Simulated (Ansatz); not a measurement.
**B₂HF₃: up Jacob's ladder to CCSD(T)**

The task here is to estimate one member of a computed series from the others.

Method: functionals in def2-TZVPP, the program's frozen cores in correlated methods; program: Ansatz 0.2.0, Gaussian basis.

Levels to be run: LDA (SPW92), PBE-D4, revPBE-D4, BLYP-D4, r2SCAN-D4, B97M-V, PBE0-D4, B3LYP-D4, r2SCANh-D4, r2SCAN0-D4, HSE06-D4, BHLYP-D4, CAM-B3LYP-D4, LC-ωPBE, ωB97X-V, ωB97M-V, B2PLYP, PBE-QIDH; CCSD(T)/def2-SVP; CCSD(T)/def2-TZVPP; MP2/def2-QZVPP; extrapolation to the limit; RPA on PBE.

### The geometry

An earlier PBE0-D4 in a triple-zeta def2 set relaxation fixed the geometry.

SMILES `FBB(F)F`, 6 atoms, charge 0, spin multiplicity 1.

Atoms are counted from 1 here; the program's logs count them from 0.

Bond lengths: F1–B2 1.322 Å, B2–B3 1.719 Å, B2–H6 1.202 Å, B3–F4 1.321 Å, B3–F5 1.321 Å. Angles: F1–B2–B3 119.8°, F1–B2–H6 116.4°, B3–B2–H6 123.9°, B2–B3–F4 121.8°, B2–B3–F5 121.8°, F4–B3–F5 116.3°.

Set-up of the first run:

Input file in.yaml:

```yaml
crystal:
  periodic: [false, false, false]
  atoms:
    - {symbol: F, position_ang: [0.018769, 0.817258, 1.701293]}
    - {symbol: B, position_ang: [-0.331009, -0.076595, 0.792319]}
    - {symbol: B, position_ang: [0.317237, 0.023839, -0.796503]}
    - {symbol: F, position_ang: [1.427807, -0.605268, -1.136890]}
    - {symbol: F, position_ang: [-0.288001, 0.702861, -1.754418]}
    - {symbol: H, position_ang: [-1.102804, -0.926294, 1.147998]}
basis:
  gaussian: {orbitals: def2-TZVPP}
hamiltonian: {xc: lda}
output: {orbitals: {seedname: orbitals}}
```

Launch:

```sh
> ansatz run in.yaml --threads 2 --pin off --events-out ev --progress --plain --max-ram 4352MiB
```

Steps of the session up to this table: LDA; PBE-D4 (GGA); revPBE-D4 (GGA); BLYP-D4 (GGA); r2SCAN-D4 (meta-GGA); B97M-V (meta-GGA); B3LYP-D4 (hybrid); r2SCANh-D4 (hybrid); r2SCAN0-D4 (hybrid); HSE06-D4 (hybrid); BHLYP-D4 (hybrid); CAM-B3LYP-D4 (range-separated); LC-ωPBE (range-separated); ωB97X-V (range-separated); ωB97M-V (range-separated); B2PLYP (double hybrid); PBE-QIDH (double hybrid).

One of the session's tables, all rows but one given; the rest of the session is left out.

It belongs to the step «Frontier levels by functional». 

| functional | HOMO (eV) | LUMO (eV) | gap (eV) |
| --- | --- | --- | --- |
| LDA (SPW92) | -7.48 | -2.99 | 4.48 |
| PBE-D4 | -7.35 | -2.65 | 4.69 |
| revPBE-D4 | -7.28 | -2.51 | 4.77 |
| BLYP-D4 | -7.31 | -2.52 | 4.79 |
| r2SCAN-D4 | -7.68 | -2.29 | 5.39 |
| B97M-V | -7.76 | -2.39 | 5.37 |
| PBE0-D4 | -8.93 | -1.64 | 7.29 |
| B3LYP-D4 | -8.74 | -1.89 | 6.85 |
| r2SCANh-D4 | -8.27 | -1.94 | 6.33 |
| r2SCAN0-D4 | -9.15 | -1.42 | 7.73 |
| HSE06-D4 | -8.52 | -2.02 | 6.50 |
| BHLYP-D4 | -10.50 | -0.62 | 9.88 |
| CAM-B3LYP-D4 | ? | ? | ? |
| LC-ωPBE | -11.75 | 0.78 | 12.53 |
| ωB97X-V | -11.40 | 0.66 | 12.07 |
| ωB97M-V | -11.23 | 0.38 | 11.62 |

Q: Estimate the row for CAM-B3LYP-D4 from the others.

As computed: HOMO (eV): -10.45; LUMO (eV): -0.53; gap (eV): 9.92. In the column «HOMO (eV)» it lies between BHLYP-D4 (-10.50) and r2SCAN0-D4 (-9.15).
